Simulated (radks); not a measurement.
# Nuclear size and the levels of As

The task here is to estimate one member of a computed series from the others.

Program: radks (a radial shooting solver on a logarithmic mesh, Libxc functionals) version 1. Level of theory: Dirac Kohn-Sham, PBE, spin-unpolarised, spherical densities, finite nucleus; open shells are shared between the two j in proportion to 2j + 1. These are calculated values, not measurements, unless marked.

**The atom as given**

| Item | Value |
| --- | --- |
| element | arsenic (Z = 33) |
| charge | 0 |
| electrons | 33 |
| configuration | [Ar] 3d10 4s2 4p3 |
| nuclear rms radius | 4.0968 fm |

Outer shells as boxes (Hund's rule):

As
```
[Ar] core
3d [↑↓][↑↓][↑↓][↑↓][↑↓]
4s [↑↓]
4p [↑ ][↑ ][↑ ]
```

Set-up of the first run:

Settings of this run:

```text
Z 33
configuration [Ar] 3d10 4s2 4p3 5s0 4d0
relativity Dirac
functional pbe,pbe
spin unpolarised
j_filling average
nucleus finite rms 4.0968 fm
c 137.035999084
```

Among the steps run: rms radius 4.0968 fm.

One of the session's tables, all rows but one given; the rest of the session is left out.

It belongs to the step «rms radius 4.0968 fm». Sizes of the orbitals, from the radial functions (bohr):

```
level     <r>  outermost maximum (interpolated)  90 % within  nodes
3s1/2  0.5981                             0.522        0.893      2
3p1/2  0.6100                             0.515        0.936      1
3p3/2  0.6206                             0.524        0.952      1
3d3/2       ?                                 ?            ?      ?
3d5/2  0.6803                             0.478         1.14      0
4s1/2   1.940                              1.62         2.92      3
4p1/2   2.519                              1.96         3.95      2
4p3/2   2.573                              2.00         4.04      2
```

Estimate the missing values for 3d3/2.

The run gave: <r>: 0.6755; outermost maximum (interpolated): 0.475; 90 % within: 1.13; nodes: 0. In the column «<r>» it lies between 3p3/2 (0.6206) and 3d5/2 (0.6803).
